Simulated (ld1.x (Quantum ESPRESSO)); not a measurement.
# Potentials for Zr that differ in a few settings

One potential is built and tested. Then a few of its settings are changed, to learn what that costs or gains.

The numbers are computed with ld1.x (Quantum ESPRESSO) 7.5 (PBE, scalar-relativistic, spin-unpolarised reference atom).

## (1) The atom and the settings

Typed settings, in words:

- element: zirconium (Zr, Z = 40)
- type: norm-conserving Troullier–Martins (Kleinman–Bylander form)
- frozen core: [Ar] 3d10
- valence charge: 12
- reference configuration: 4s2 4p6 4d2 5s0 5p0 (charge +2)
- partial waves: 4p (bound): rc 1.75 bohr; 4d (bound): rc 1.55 bohr; 4s (bound): rc 1.55 bohr
- local potential: the s channel
- core correction: Bessel-smoothed model core inside 1.45 bohr

The outer shells as boxes (Hund's rule for the drawing; the calculation is spin-unpolarised):

```
[Ar] core
3d [↑↓][↑↓][↑↓][↑↓][↑↓]
4s [↑↓]
4p [↑↓][↑↓][↑↓]
4d [↑ ][↑ ][  ][  ][  ]
5s [  ]
5p [  ][  ][  ]
```

The nodes and maxima of the atom's own shells, from an earlier all-electron run, set the scale for the radii.

All-electron outer shells of the reference configuration (PBE, scalar-relativistic, ld1.x):

```json
{"shell": "3d", "level (eV)": "-189.26", "outermost node (bohr)": "–", "outermost maximum (bohr)": "0.35"}
{"shell": "4s", "level (eV)": "-68.99", "outermost node (bohr)": "0.55", "outermost maximum (bohr)": "1.08"}
{"shell": "4p", "level (eV)": "-46.92", "outermost node (bohr)": "0.56", "outermost maximum (bohr)": "1.17"}
{"shell": "4d", "level (eV)": "-17.30", "outermost node (bohr)": "0.58", "outermost maximum (bohr)": "1.57"}
{"shell": "5s", "level (eV)": "-16.04", "outermost node (bohr)": "1.45", "outermost maximum (bohr)": "2.85"}
{"shell": "5p", "level (eV)": "-11.67", "outermost node (bohr)": "1.66", "outermost maximum (bohr)": "3.44"}
{"shell": "4f", "level (eV)": "-4.34", "outermost node (bohr)": "–", "outermost maximum (bohr)": "5.40"}
```

## (2) Generation of the first potential

Contents of Zr.in:

```
 &input
   title='Zr', zed=40., rel=1, dft='PBE', iswitch=3,
   config='[Kr] 4d2 5s0 5p0',
   nld=3, rlderiv=1.90, eminld=-7.0, emaxld=5.0, deld=0.02
 /
 &inputp
   pseudotype=2, tm=.true., lloc=0,
   nlcc=.true., new_core_ps=.true., rcore=1.45,
   file_pseudopw='Zr.UPF', file_wfcaegen='ae.wfc', file_wfcncgen='nc.wfc', file_beta='beta', file_chi='chi'
 /
3
4P  2  1   6.00   0.00  1.75  1.75  0.0
4D  3  2   2.00   0.00  1.55  1.55  0.0
4S  1  0   2.00   0.00  1.55  1.55  0.0
 &test
   configts(1)='4s2 4p6 4d2 5s0 5p0'
 /
```

On the command line:

```sh
ld1.x < Zr.in > Zr.out
```

What the program wrote to Zr.out (without the banner and most projector matrices):

```text
     Program LD1 v.7.5
     --------------------------- All-electron run ----------------------------

     Zr
     scalar relativistic calculation

     atomic number is 40.00
     dft =PBE   lsd =0 sic =0 latt =0  beta=0.20 tr2=1.0E-14
     Exchange-correlation= PBE
                           (   1   4   3   4   0   0   0)
     mesh =1225 r(mesh) = 100.59681 a.u. xmin = -7.00 dx = 0.01250
     1 Ry =  13.60569312 eV, c = 137.03599908

     n l     nl                  e(Ry)          e(Ha)          e(eV)
     1 0     1S 1( 2.00)     -1311.2051      -655.6026    -17839.8542
     2 0     2S 1( 2.00)      -182.6007       -91.3004     -2484.4096
     2 1     2P 1( 6.00)      -162.9487       -81.4744     -2217.0302
     3 0     3S 1( 2.00)       -30.8206       -15.4103      -419.3354
     3 1     3P 1( 6.00)       -24.4178       -12.2089      -332.2206
     4 0     4S 1( 2.00)        -5.0705        -2.5352       -68.9872
     4 1     4P 1( 6.00)        -3.4485        -1.7243       -46.9195
     3 2     3D 1(10.00)       -13.9104        -6.9552      -189.2605
     4 2     4D 1( 2.00)        -1.2715        -0.6358       -17.2999
     5 0     5S 1( 0.00)        -1.1788        -0.5894       -16.0385
     5 1     5P 1( 0.00)        -0.8576        -0.4288       -11.6678

     final scf error:  3.9E-15 reached in  31 iterations

     Etot =   -7195.591120 Ry,   -3597.795560 Ha,  -97901.004619 eV

     Ekin =    7398.721192 Ry,    3699.360596 Ha,  100664.730040 eV
     Encl =  -17285.611708 Ry,   -8642.805854 Ha, -235182.728341 eV
     Eh   =    2918.442314 Ry,    1459.221157 Ha,   39707.430525 eV
     Exc  =    -227.142918 Ry,    -113.571459 Ha,   -3090.436844 eV

     normalization and overlap integrals

     s(1S/1S) =  1.000000  <r> =   0.0371  <r2> =    0.0019  r(max) =   0.0241
     s(2S/2S) =  1.000000  <r> =   0.1626  <r2> =    0.0312  r(max) =   0.1368
     s(2P/2P) =  1.000000  <r> =   0.1417  <r2> =    0.0245  r(max) =   0.1093
     s(3S/3S) =  1.000000  <r> =   0.4584  <r2> =    0.2410  r(max) =   0.4060
     s(3P/3P) =  1.000000  <r> =   0.4621  <r2> =    0.2488  r(max) =   0.4010
     s(4S/4S) =  1.000000  <r> =   1.2122  <r2> =    1.6658  r(max) =   1.0764
     s(4P/4P) =  1.000000  <r> =   1.3634  <r2> =    2.1296  r(max) =   1.1748
     s(3D/3D) =  1.000000  <r> =   0.4525  <r2> =    0.2477  r(max) =   0.3495
     s(4D/4D) =  1.000000  <r> =   2.0090  <r2> =    4.8103  r(max) =   1.5662
     s(5S/5S) =  1.000000  <r> =   3.1918  <r2> =   11.4278  r(max) =   2.8537
     s(5P/5P) =  1.000000  <r> =   3.8181  <r2> =   16.3627  r(max) =   3.4422

     ------------------------ End of All-electron run ------------------------

     --------------------- Generating NC pseudopotential ---------------------

      Generating local pot.: lloc=0, matching radius rcloc =   1.5500

      Computing core charge for nlcc:

       r > 1.45 : true rho core
      Core charge pseudized with two Bessel functions
      Integrated core pseudo-charge :   0.91

      Wfc   4P  rcut= 1.753  Using Troullier-Martins method

      Wfc   4D  rcut= 1.547  Using Troullier-Martins method

     ------------------- End of pseudopotential generation -------------------

     [... the all-electron block is printed once more ...]


     Computing logarithmic derivative in   1.90102
     Computing logarithmic derivative in   1.90102
     Computing the partial wave expansion
       no projector for channel:   0
     R is outside the sphere for l=    1 j= 0.00
     R is outside the sphere for l=    2 j= 0.00

     ---------------------- Testing the pseudopotential ----------------------

     Zr
     scalar relativistic calculation

     atomic number is 40.00   valence charge is 12.00
     dft =PBE   lsd =0 sic =0 latt =0  beta=0.20 tr2=1.0E-14
     mesh =1225 r(mesh) = 100.59681 xmin = -7.00 dx = 0.01250

     n l     nl             e AE (Ry)        e PS (Ry)    De AE-PS (Ry)
     1 0     4S   1( 2.00)       -5.07046       -5.07048        0.00001
     2 1     4P   1( 6.00)       -3.44852       -3.44853        0.00001
     3 2     4D   1( 2.00)       -1.27152       -1.27150       -0.00001
     2 0     5S   1( 0.00)       -1.17881       -1.20567        0.02686  !
     3 1     5P   1( 0.00)       -0.85757       -0.87168        0.01411  !

     eps = 8.1E-15  iter = 21

     Etot =   -7195.591120 Ry,   -3597.795560 Ha,  -97901.004619 eV
     Etotps =   -93.541573 Ry,     -46.770786 Ha,   -1272.697933 eV

     Ekin =      27.734024 Ry,      13.867012 Ha,     377.340617 eV
     Encl =    -169.651116 Ry,     -84.825558 Ha,   -2308.221021 eV
     Ehrt =      62.146869 Ry,      31.073435 Ha,     845.551233 eV
     Ecxc =     -12.248516 Ry,      -6.124258 Ha,    -166.649556 eV
     (Ecc =      -0.881247 Ry,      -0.440623 Ha,     -11.989973 eV)
     Epseu=      -1.522834 Ry,      -0.761417 Ha,     -20.719207 eV

     ---------------------- End of pseudopotential test ----------------------
```

Wall time 2.6 s (1 thread, shared host). (Generation and the later configuration tests together.)

All-electron and pseudo partial waves u(r) = r·R(r), from the program's wave files:

| r (bohr) | 4s AE | 4s PS |
| --- | --- | --- |
| 0.088 | 0.3156 | 0.0688 |
| 0.175 | 0.0975 | 0.1388 |
| 0.262 | -0.3945 | 0.2127 |
| 0.350 | -0.5580 | 0.2933 |
| 0.438 | -0.4043 | 0.3816 |
| 0.525 | -0.0983 | 0.4772 |
| 0.612 | 0.2372 | 0.5805 |
| 0.700 | 0.5366 | 0.6896 |
| 0.788 | 0.7671 | 0.7971 |
| 0.875 | 0.9225 | 0.8927 |
| 0.962 | 1.0132 | 0.9674 |
| 1.050 | 1.0497 | 1.0124 |
| 1.138 | 1.0435 | 1.0219 |
| 1.225 | 1.0070 | 0.9980 |
| 1.312 | 0.9503 | 0.9479 |
| 1.400 | 0.8802 | 0.8799 |
| 1.487 | 0.8046 | 0.8046 |
| 1.575 | 0.7264 | 0.7264 |
| 1.662 | 0.6504 | 0.6504 |
| 1.750 | 0.5770 | 0.5770 |
| 1.838 | 0.5086 | 0.5086 |
| 1.925 | 0.4464 | 0.4464 |
| 2.012 | 0.3899 | 0.3899 |
| 2.100 | 0.3387 | 0.3387 |
| 2.188 | 0.2931 | 0.2931 |
| 2.275 | 0.2533 | 0.2533 |

## (3) Configuration tests

Contents of Zr.test.in:

```
 &input
   title='Zr', zed=40., rel=1, dft='PBE', iswitch=2,
   config='[Kr] 4d2 5s0 5p0'
 /
 &test
   file_pseudo='Zr.UPF', nconf=8,
   configts(1)='4s2 4p6 4d2 5s0 5p0',
   configts(2)='4s2 4p6 4d2 5s2 5p0',
   configts(3)='4s2 4p6 4d2 5s1 5p0',
   configts(4)='4s2 4p6 4d1 5s0 5p0',
   configts(5)='4s2 4p6 4d3 5s0 5p0',
   configts(6)='4s2 4p6 4d0 5s0 5p0',
   configts(7)='4s2 4p5 4d2 5s2 5p0',
   configts(8)='4s2 4p6 4d2 5s0 5p1'
 /
```

On the command line:

```sh
ld1.x < Zr.test.in > Zr.test.out
```

Zr.test.out, the pseudopotential blocks:

```text
     ---------------------- Testing the pseudopotential ----------------------

     Zr
     scalar relativistic calculation

     atomic number is 40.00   valence charge is 12.00
     dft =PBE   lsd =0 sic =0 latt =0  beta=0.20 tr2=1.0E-14
     mesh =1225 r(mesh) = 100.59681 xmin = -7.00 dx = 0.01250

     n l     nl             e AE (Ry)        e PS (Ry)    De AE-PS (Ry)
     1 0     4S   1( 2.00)       -5.07046       -5.07048        0.00001
     2 1     4P   1( 6.00)       -3.44852       -3.44853        0.00001
     3 2     4D   1( 2.00)       -1.27152       -1.27150       -0.00001
     2 0     5S   1( 0.00)       -1.17881       -1.20567        0.02686  !
     3 1     5P   1( 0.00)       -0.85757       -0.87168        0.01411  !

     eps = 7.8E-15  iter = 21

     Etot =   -7195.591120 Ry,   -3597.795560 Ha,  -97901.004619 eV
     Etotps =   -93.541573 Ry,     -46.770786 Ha,   -1272.697933 eV

     Ekin =      27.734024 Ry,      13.867012 Ha,     377.340618 eV
     Encl =    -169.651116 Ry,     -84.825558 Ha,   -2308.221021 eV
     Ehrt =      62.146869 Ry,      31.073435 Ha,     845.551233 eV
     Ecxc =     -12.248516 Ry,      -6.124258 Ha,    -166.649556 eV
     (Ecc =      -0.881247 Ry,      -0.440623 Ha,     -11.989973 eV)
     Epseu=      -1.522834 Ry,      -0.761417 Ha,     -20.719207 eV

     ---------------------- End of pseudopotential test ----------------------

     ---------------------- Testing the pseudopotential ----------------------

     Zr
     [...]
     n l     nl             e AE (Ry)        e PS (Ry)    De AE-PS (Ry)
     1 0     4S   1( 2.00)       -4.00601       -3.98346       -0.02255  !
     2 1     4P   1( 6.00)       -2.38587       -2.36559       -0.02028  !
     3 2     4D   1( 2.00)       -0.26451       -0.25091       -0.01360  !
     2 0     5S   1( 2.00)       -0.32628       -0.33338        0.00711  !
     3 1     5P   1( 0.00)       -0.10799       -0.10684       -0.00115

     eps = 5.6E-15  iter = 15

     Etot =   -7197.066779 Ry,   -3598.533389 Ha,  -97921.081979 eV
     Etotps =   -95.048374 Ry,     -47.524187 Ha,   -1293.199004 eV
     dEtot_ae =      -1.475659 Ry
     dEtot_ps =      -1.506801 Ry,   Delta E=       0.031142 Ry

     [...]
     ---------------------- End of pseudopotential test ----------------------

     ---------------------- Testing the pseudopotential ----------------------

     Zr
     [...]
     n l     nl             e AE (Ry)        e PS (Ry)    De AE-PS (Ry)
     1 0     4S   1( 2.00)       -4.49658       -4.48261       -0.01396  !
     2 1     4P   1( 6.00)       -2.87681       -2.86429       -0.01252  !
     3 2     4D   1( 2.00)       -0.73368       -0.72498       -0.00870  !
     2 0     5S   1( 1.00)       -0.73090       -0.74560        0.01471  !
     3 1     5P   1( 0.00)       -0.46021       -0.46419        0.00398

     eps = 2.2E-15  iter = 24

     Etot =   -7196.542213 Ry,   -3598.271106 Ha,  -97913.944892 eV
     Etotps =   -94.513154 Ry,     -47.256577 Ha,   -1285.916968 eV
     dEtot_ae =      -0.951093 Ry
     dEtot_ps =      -0.971581 Ry,   Delta E=       0.020489 Ry

     [...]
     ---------------------- End of pseudopotential test ----------------------

     ---------------------- Testing the pseudopotential ----------------------

     Zr
     [...]
     n l     nl             e AE (Ry)        e PS (Ry)    De AE-PS (Ry)
     1 0     4S   1( 2.00)       -5.99378       -5.98813       -0.00565  !
     2 1     4P   1( 6.00)       -4.34899       -4.34492       -0.00407
     3 2     4D   1( 1.00)       -2.07285       -2.07134       -0.00152
     2 0     5S   1( 0.00)       -1.78561       -1.82558        0.03997  !
     3 1     5P   1( 0.00)       -1.39421       -1.42124        0.02704  !

     eps = 6.1E-16  iter = 14

     Etot =   -7193.928092 Ry,   -3596.964046 Ha,  -97878.377969 eV
     Etotps =   -91.879351 Ry,     -45.939676 Ha,   -1250.082261 eV
     dEtot_ae =       1.663028 Ry
     dEtot_ps =       1.662221 Ry,   Delta E=       0.000807 Ry

     [...]
     ---------------------- End of pseudopotential test ----------------------

     ---------------------- Testing the pseudopotential ----------------------

     Zr
     [...]
     n l     nl             e AE (Ry)        e PS (Ry)    De AE-PS (Ry)
     1 0     4S   1( 2.00)       -4.29626       -4.30005        0.00379
     2 1     4P   1( 6.00)       -2.68846       -2.69112        0.00266
     3 2     4D   1( 3.00)       -0.59945       -0.60032        0.00086
     2 0     5S   1( 0.00)       -0.65674       -0.67428        0.01754  !
     3 1     5P   1( 0.00)       -0.40744       -0.41395        0.00651  !

     eps = 1.6E-16  iter = 24

     Etot =   -7196.514013 Ry,   -3598.257007 Ha,  -97913.561222 eV
     Etotps =   -94.464954 Ry,     -47.232477 Ha,   -1285.261173 eV
     dEtot_ae =      -0.922893 Ry
     dEtot_ps =      -0.923381 Ry,   Delta E=       0.000488 Ry

     [...]
     ---------------------- End of pseudopotential test ----------------------

     ---------------------- Testing the pseudopotential ----------------------

     Zr
     [...]
     n l     nl             e AE (Ry)        e PS (Ry)    De AE-PS (Ry)
     1 0     4S   1( 2.00)       -7.02496       -7.01496       -0.01000  !
     2 1     4P   1( 6.00)       -5.35074       -5.34394       -0.00680  !
     3 2     4D   1( 0.00)       -2.97151       -2.97047       -0.00105
     2 0     5S   1( 0.00)       -2.45038       -2.51012        0.05974  !
     3 1     5P   1( 0.00)       -1.98837       -2.03832        0.04995  !

     eps = 1.2E-16  iter = 12

     Etot =   -7191.413107 Ry,   -3595.706554 Ha,  -97844.159858 eV
     Etotps =   -89.365939 Ry,     -44.682969 Ha,   -1215.885536 eV
     dEtot_ae =       4.178013 Ry
     dEtot_ps =       4.175634 Ry,   Delta E=       0.002379 Ry

     [...]
     ---------------------- End of pseudopotential test ----------------------

     ---------------------- Testing the pseudopotential ----------------------

     Zr
     [...]
     n l     nl             e AE (Ry)        e PS (Ry)    De AE-PS (Ry)
     1 0     4S   1( 2.00)       -4.88249       -4.84051       -0.04198  !
     2 1     4P   1( 5.00)       -3.22951       -3.19223       -0.03728  !
     3 2     4D   1( 2.00)       -0.97324       -0.94744       -0.02580  !
     2 0     5S   1( 2.00)       -0.83676       -0.85153        0.01476  !
     3 1     5P   1( 0.00)       -0.52961       -0.53340        0.00378

     eps = 4.4E-15  iter = 17

     Etot =   -7194.274280 Ry,   -3597.137140 Ha,  -97883.088095 eV
     Etotps =   -92.283234 Ry,     -46.141617 Ha,   -1255.577357 eV
     dEtot_ae =       1.316840 Ry
     dEtot_ps =       1.258339 Ry,   Delta E=       0.058501 Ry

     [...]
     ---------------------- End of pseudopotential test ----------------------

     ---------------------- Testing the pseudopotential ----------------------

     Zr
     [...]
     n l     nl             e AE (Ry)        e PS (Ry)    De AE-PS (Ry)
     1 0     4S   1( 2.00)       -4.58264       -4.57235       -0.01029  !
     2 1     4P   1( 6.00)       -2.96171       -2.95223       -0.00948  !
     3 2     4D   1( 2.00)       -0.80483       -0.79785       -0.00698  !
     2 0     5S   1( 0.00)       -0.77878       -0.79581        0.01702  !
     3 1     5P   1( 1.00)       -0.50340       -0.50879        0.00539  !

     eps = 9.0E-15  iter = 23

     Etot =   -7196.269130 Ry,   -3598.134565 Ha,  -97910.229412 eV
     Etotps =   -94.228882 Ry,     -47.114441 Ha,   -1282.049245 eV
     dEtot_ae =      -0.678010 Ry
     dEtot_ps =      -0.687309 Ry,   Delta E=       0.009299 Ry

     [...]
     ---------------------- End of pseudopotential test ----------------------
```

Energies count from the reference configuration 4s2 4p6 4d2 5s0 5p0; the error is all-electron less pseudo.

| valence configuration | charge | ΔE all-electron (eV) | error AE − PS (meV) |
| --- | --- | --- | --- |
| 4s2 4p6 4d2 5s2 5p0 | 0 | -20.077 | +424 |
| 4s2 4p6 4d2 5s1 5p0 | +1 | -12.940 | +279 |
| 4s2 4p6 4d1 5s0 5p0 | +3 | 22.627 | +11 |
| 4s2 4p6 4d3 5s0 5p0 | +1 | -12.557 | +6.6 |
| 4s2 4p6 4d0 5s0 5p0 | +4 | 56.845 | +32 |
| 4s2 4p5 4d2 5s2 5p0 | +1 | 17.917 | +796 |
| 4s2 4p6 4d2 5s0 5p1 | +1 | -9.225 | +127 |

## (4) Scattering by logarithmic derivatives

Taken from the files of the generation run. The phase is arctan(r·u′/u) with u = r·R, unwrapped, with energies in Ry. A pole is an energy at which the radial function vanishes at the test radius. The pseudo phase is shifted by a multiple of π to meet the all-electron one at the reference energy. Levels narrower than the energy grid can be missing from the poles. The last column is the largest difference on the grid between −1 and +1 Ry.

| channel | radius (bohr) | reference (Ry) | poles AE | poles PS | window around the reference with phases within 0.05 rad (Ry) | largest difference near zero (rad) |
| --- | --- | --- | --- | --- | --- | --- |
| s | 1.90 | -5.07 | -4.21 | -4.22 | below -0.6 | 0.272 |
| p | 1.90 | -3.45 | -2.15 | -2.19 | below 0.2 | 0.090 |
| d | 1.90 | -1.27 | 1.26 | 0.80 | below 0.7 | 0.052 |

Phases (rad) along the scan:

| E (Ry) | s AE | s PS | d AE | d PS |
| --- | --- | --- | --- | --- |
| -7.00 | 1.172 | 1.169 | 1.336 | 1.333 |
| -6.48 | 1.045 | 1.040 | 1.322 | 1.319 |
| -5.96 | 0.672 | 0.663 | 1.306 | 1.303 |
| -5.44 | -0.648 | -0.652 | 1.286 | 1.282 |
| -4.92 | -1.343 | -1.343 | 1.261 | 1.256 |
| -4.40 | -1.533 | -1.535 | 1.228 | 1.222 |
| -3.88 | -1.621 | -1.625 | 1.183 | 1.176 |
| -3.36 | -1.677 | -1.682 | 1.116 | 1.108 |
| -2.84 | -1.720 | -1.728 | 1.008 | 0.998 |
| -2.32 | -1.758 | -1.769 | 0.805 | 0.793 |
| -1.80 | -1.795 | -1.813 | 0.353 | 0.345 |
| -1.28 | -1.836 | -1.863 | -0.465 | -0.465 |
| -0.76 | -1.883 | -1.927 | -1.045 | -1.052 |
| -0.24 | -1.944 | -2.017 | -1.303 | -1.322 |
| 0.28 | -2.026 | -2.161 | -1.436 | -1.469 |
| 0.80 | -2.147 | -2.420 | -1.518 | -1.571 |
| 1.32 | -2.343 | -2.921 | -1.577 | -1.661 |
| 1.84 | -2.679 | -3.608 | -1.623 | -1.772 |
| 2.36 | -3.203 | -4.071 | -1.663 | -1.974 |
| 2.88 | -3.727 | -4.308 | -1.702 | -2.659 |
| 3.40 | -4.064 | -4.440 | -1.743 | -4.012 |
| 3.92 | -4.259 | -4.523 | -1.788 | -4.402 |
| 4.44 | -4.378 | -4.581 | -1.844 | -4.537 |
| 4.96 | -4.458 | -4.625 | -1.918 | -4.608 |

## (5) Plane-wave convergence, by spherical Bessel functions

This step uses the generator's waves and projectors in a separate script. Basis: spherical Bessel functions vanishing at 20 bohr, q² up to the cutoff; potential fixed at the reference.

All-electron valence levels (Ry): 4p -3.4485, 5p -0.8576, 4d -1.2715, 4s -5.0705, 5s -1.1788. The lowest levels of each channel (Ry) by cutoff; the last column sums, over occupied levels, occupation times the distance from the level at 400 Ry. A positive value at high cutoff is not a bound level.

| cutoff (Ry) | p #1 | p #2 | d #1 | s #1 | s #2 | f #1 | Σ f·Δε (mRy) |
| --- | --- | --- | --- | --- | --- | --- | --- |
| 8 | -3.1462 | -0.7967 | -1.0368 | -4.7716 | -1.1677 | -0.3157 | 2881.0 |
| 18 | -3.4418 | -0.8672 | -1.2446 | -4.9722 | -1.1852 | -0.3178 | 290.7 |
| 35 | -3.4472 | -0.8714 | -1.2703 | -5.0567 | -1.2041 | -0.3181 | 37.9 |
| 50 | -3.4483 | -0.8714 | -1.2714 | -5.0636 | -1.2046 | -0.3181 | 15.0 |
| 55 | -3.4484 | -0.8714 | -1.2715 | -5.0662 | -1.2048 | -0.3181 | 9.6 |
| 80 | -3.4485 | -0.8716 | -1.2715 | -5.0700 | -1.2056 | -0.3181 | 1.1 |
| 100 | -3.4485 | -0.8717 | -1.2715 | -5.0702 | -1.2056 | -0.3181 | 0.7 |
| 120 | -3.4485 | -0.8717 | -1.2715 | -5.0704 | -1.2057 | -0.3181 | 0.1 |
| 400 | -3.4485 | -0.8717 | -1.2715 | -5.0705 | -1.2057 | -0.3181 | 0.0 |

The sum stays within 10 mRy from 55 Ry and within 1 mRy from 100 Ry. The sum leaves out empty levels, which can need more. Ghost test: no level below the all-electron spectrum of its channel (p, d, s, f tested).

[end of part 1 of 2]
